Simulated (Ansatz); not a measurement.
# CH₄BFSSi: one species, many methods

How much do the methods differ for CH₄BFSSi? The plan is to run it at one geometry with functionals of several rungs and with coupled cluster, and see how far each lands from CCSD(T) at the basis-set limit for the atomisation energy.

Program: Ansatz 0.2.0, Gaussian basis. Level of theory: functionals in def2-TZVPP, the program's frozen cores in correlated methods. These are calculated values, not measurements.

Plan: PBE-D4, r2SCAN-D4, PBE0-D4, B3LYP-D4, ωB97X-V, ωB97M-V, B2PLYP; CCSD(T)/def2-TZVPP; MP2/def2-QZVPP; extrapolation to the limit.

**1. The geometry**

All runs share one geometry, relaxed beforehand with PBE0-D4/def2-TZVP.

SMILES `FB1SC1[SiH3]`, 9 atoms, charge 0, spin multiplicity 1.

Atoms are counted from 1 here; the program's logs count them from 0.

Bond lengths: F1–B2 1.305 Å, B2–S3 1.746 Å, B2–C4 1.521 Å, S3–C4 1.921 Å, C4–Si5 1.867 Å, C4–H6 1.090 Å, Si5–H7 1.485 Å, Si5–H8 1.488 Å, Si5–H9 1.486 Å. Angles: F1–B2–S3 143.2°, F1–B2–C4 145.1°, S3–B2–C4 71.7°, B2–S3–C4 48.7°, B2–C4–S3 59.6°, B2–C4–Si5 123.5°, B2–C4–H6 117.7°, S3–C4–Si5 114.2°, S3–C4–H6 111.8°, Si5–C4–H6 115.7°, C4–Si5–H7 108.8°, C4–Si5–H8 109.3°, C4–Si5–H9 110.6°, H7–Si5–H8 109.8°, H7–Si5–H9 109.4°, H8–Si5–H9 109.0°.

As a file:

```xyz
9
CH4BFSSi
F     1.4507   -1.8288   -1.5822
B     1.2828   -0.9922   -0.5946
S     1.7088   -0.6926    1.0722
C     0.6307    0.3117   -0.1609
Si   -1.1650    0.4520    0.3318
H     1.1139    1.2433   -0.4564
H    -1.7009   -0.9102    0.5785
H    -1.9267    1.1009   -0.7697
H    -1.3057    1.2694    1.5643
```

**2. PBE-D4 (GGA)**

The input, in.yaml:

```yaml
crystal:
  periodic: [false, false, false]
  atoms:
    - {symbol: F, position_ang: [1.450717, -1.828831, -1.582224]}
    - {symbol: B, position_ang: [1.282798, -0.992176, -0.594594]}
    - {symbol: S, position_ang: [1.708779, -0.692572, 1.072230]}
    - {symbol: C, position_ang: [0.630719, 0.311665, -0.160878]}
    - {symbol: Si, position_ang: [-1.164986, 0.452032, 0.331758]}
    - {symbol: H, position_ang: [1.113900, 1.243325, -0.456352]}
    - {symbol: H, position_ang: [-1.700942, -0.910215, 0.578465]}
    - {symbol: H, position_ang: [-1.926715, 1.100926, -0.769714]}
    - {symbol: H, position_ang: [-1.305671, 1.269448, 1.564309]}
basis:
  gaussian: {orbitals: def2-TZVPP}
hamiltonian: {xc: pbe, dispersion: d4}
output: {forces: true, orbitals: {seedname: orbitals}}
```

On the command line:

```
$ ansatz run in.yaml --threads 4 --pin off --events-out ev --progress --plain --max-ram 10444MiB
```

After this run come: r2SCAN-D4 (meta-GGA); PBE0-D4 (hybrid); B3LYP-D4 (hybrid); ωB97X-V (range-separated); ωB97M-V (range-separated); B2PLYP (double hybrid); CCSD(T) in def2-TZVPP; MP2 in def2-QZVPP.

**Question.** What will the summary of the whole plan be? Wanted: atomisation energy, CCSD(T)/CBS; farthest; mean size of error, hybrid; mean size of error, range-separated; gap, smallest and largest; T1 diagnostic; triples share of the correlation energy.

**Answer**, as computed:

| quantity | value |
| --- | --- |
| atomisation energy, CCSD(T)/CBS | 790.3 kcal/mol |
| functionals within 4.0 kcal/mol (0.5 %) | B3LYP-D4 |
| farthest | PBE-D4 (+20.0 kcal/mol) |
| mean size of error, hybrid | 3.1 kcal/mol |
| mean size of error, range-separated | 6.6 kcal/mol |
| gap, smallest and largest | 4.64 eV (PBE-D4), 11.21 eV (ωB97X-V) |
| T1 diagnostic | 0.0141 |
| triples share of the correlation energy | 4.1 % |

In words: PBE-D4 misses by +20.0 kcal/mol, or 2.2 kcal/mol for each of 9 bonds. Double hybrids carry the basis error of their MP2 part in triple zeta, and no dispersion term here, so their miss is partly the set-up's. The reference freezes the cores and leaves out relativity and excitations past (T), so misses under about 4.0 kcal/mol can't be ranked. Hartree-Fock recovers 74 % of the binding; the rest is correlation. The gap grows from 4.6 to 11.2 eV across the functionals, mostly with the share of exact exchange.
